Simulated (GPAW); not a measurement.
# SeOF2 (SMILES O=[Se](F)F) at LDA (PW92)/sz(dzp) (scalar-relativistic datasets)

Wanted: ionisation energies of SeOF2. Input form: an ASE script.

Program for the calculation: GPAW 26.7.0.

3 further runs of the same task are left out: 1 that didn't finish, 2 set aside as unsound or not needed.

## 1. Starting point

SeOF2: 4 atoms, total charge 0, spin state singlet. As SMILES, `O=[Se](F)F`. Geometry: a GFN2-xTB relaxation, a rough one for these elements and not checked as a minimum.

Bond lengths: Se1–O2 1.523 Å, Se1–F3 1.825 Å, Se1–F4 1.825 Å. Angles: O2–Se1–F3 102.8°, O2–Se1–F4 102.8°, F3–Se1–F4 90.5°.

## 2. Ionisation energies at LDA (PW92)/sz(dzp) (scalar-relativistic datasets)

The input, calc.py:

```python
import numpy as np
from ase import Atoms
from ase.units import Bohr
from gpaw import GPAW

# Geometry
positions_bohr = np.array(
              [[  0.232720,   0.004951,   1.177942],
               [  2.785419,  -0.058222,  -0.148740],
               [ -1.459417,   2.475107,  -0.533923],
               [ -1.558703,  -2.421835,  -0.495278]])
mol = Atoms('SeOFF', positions=positions_bohr * Bohr)
mol.center(vacuum=4.5)

energies = {}
for name, charge, unpaired in [('neutral', 0, 0), ('oxidised', 1, 1)]:
    mol.set_initial_magnetic_moments([unpaired / len(mol)] * len(mol))
    gpaw_calc = GPAW(mode='lcao',
                     basis='sz(dzp)',
                     h=0.25,
                     xc='LDA',
                     charge=charge,
                     occupations={'name': 'fermi-dirac', 'width': 0.0, 'fixmagmom': unpaired > 0},
                     maxiter=100,
                     symmetry='off',
                     txt='-')
    mol.calc = gpaw_calc
    energies[name] = mol.get_potential_energy()
    print(f'{name:10} {energies[name]:12.5f} eV')

ip = energies['oxidised'] - energies['neutral']
print(f'Vertical IP             {ip:.3f} eV')
```

Launch:

```sh
OMP_NUM_THREADS=1 python calc.py
```

Q: Predict the results. Wanted: first ionisation energy.

Computed results:

At LDA (PW92)/sz(dzp) (scalar-relativistic datasets):

| quantity | value |
| --- | --- |
| first ionisation energy | 11.93 eV |
